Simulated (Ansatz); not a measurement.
**Al₂Cl₂F₄: one species, many methods**

An exercise on one series of results from a longer session: the logs are not shown, and one member is left open.

The runs use Ansatz 0.2.0, Gaussian basis; functionals in def2-TZVPP, the program's frozen cores in correlated methods.

Levels to be run: LDA (SPW92), PBE-D4, revPBE-D4, BLYP-D4, r2SCAN-D4, B97M-V, PBE0-D4, B3LYP-D4, r2SCANh-D4, r2SCAN0-D4, HSE06-D4, BHLYP-D4, CAM-B3LYP-D4, LC-ωPBE, ωB97X-V, ωB97M-V, B2PLYP, PBE-QIDH; CCSD(T)/def2-SVP; MP2/def2-TZVPP; MP2/def2-QZVPP; RPA on PBE.

**The geometry**

The geometry comes from an earlier relaxation with PBE0-D4 in a triple-zeta def2 set; it is a stationary point, not always the lowest conformer.

SMILES `[F][Al@-]1([Cl])[F+][Al@@-]([F])([Cl])[F+]1`, 8 atoms, charge 0, spin multiplicity 1.

Atoms are counted from 1 here; the program's logs count them from 0.

Bond lengths: F1–Al2 1.630 Å, Al2–Cl3 2.062 Å, Al2–F4 1.803 Å, Al2–F8 1.803 Å, F4–Al5 1.803 Å, Al5–F6 1.630 Å, Al5–Cl7 2.062 Å, Al5–F8 1.803 Å. Angles: F1–Al2–Cl3 123.9°, F1–Al2–F4 109.8°, F1–Al2–F8 109.8°, Cl3–Al2–F4 112.2°, Cl3–Al2–F8 112.2°, F4–Al2–F8 80.7°, Al2–F4–Al5 99.3°, F4–Al5–F6 109.8°, F4–Al5–Cl7 112.2°, F4–Al5–F8 80.7°, F6–Al5–Cl7 123.9°, F6–Al5–F8 109.8°, Cl7–Al5–F8 112.2°, Al2–F8–Al5 99.3°.

The first run:

Input file in.yaml:

```yaml
crystal:
  periodic: [false, false, false]
  atoms:
    - {symbol: F, position_ang: [-0.150104, -1.266245, 2.277671]}
    - {symbol: Al, position_ang: [0.568415, -0.914732, 0.857666]}
    - {symbol: Cl, position_ang: [2.333642, -1.767805, 0.220019]}
    - {symbol: F, position_ang: [-0.667391, -0.848049, -0.453194]}
    - {symbol: Al, position_ang: [-0.689536, 0.931024, -0.743746]}
    - {symbol: F, position_ang: [-2.080514, 1.566141, -0.179782]}
    - {symbol: Cl, position_ang: [0.151773, 1.433642, -2.557563]}
    - {symbol: F, position_ang: [0.533725, 0.866034, 0.578908]}
basis:
  gaussian: {orbitals: def2-TZVPP}
hamiltonian: {xc: lda}
output: {orbitals: {seedname: orbitals}}
```

Command:

```bash
$ ansatz run in.yaml --threads 4 --pin off --events-out ev --progress --plain --max-ram 11315MiB
```

Among the steps run: LDA; PBE-D4 (GGA); revPBE-D4 (GGA); BLYP-D4 (GGA); r2SCAN-D4 (meta-GGA); B97M-V (meta-GGA); B3LYP-D4 (hybrid); r2SCANh-D4 (hybrid); r2SCAN0-D4 (hybrid); HSE06-D4 (hybrid); BHLYP-D4 (hybrid); CAM-B3LYP-D4 (range-separated); LC-ωPBE (range-separated); ωB97X-V (range-separated); ωB97M-V (range-separated); B2PLYP (double hybrid); PBE-QIDH (double hybrid).

One table of the session follows, with a row left open; its other results are not shown here.

It belongs to the step «Orbital energies across the functionals». 

```
  functional  HOMO (eV)  gap (eV)
 LDA (SPW92)      -8.66      6.36
      PBE-D4      -8.48      6.54
   revPBE-D4      -8.41      6.67
     BLYP-D4      -8.30      6.41
   r2SCAN-D4      -8.87      7.46
      B97M-V      -8.93      7.26
     PBE0-D4      -9.96      8.93
    B3LYP-D4      -9.64      8.30
  r2SCANh-D4      -9.41      8.28
  r2SCAN0-D4     -10.21      9.50
    HSE06-D4      -9.55      8.15
    BHLYP-D4     -11.25     11.02
CAM-B3LYP-D4          ?         ?
     LC-ωPBE     -12.83     14.06
     ωB97X-V     -12.42     13.43
     ωB97M-V     -12.25     12.91
```

**Question.** Estimate the row for CAM-B3LYP-D4.

The run gave: HOMO (eV): -11.35; gap (eV): 11.20. In the column «HOMO (eV)» it lies between ωB97M-V (-12.25) and BHLYP-D4 (-11.25).
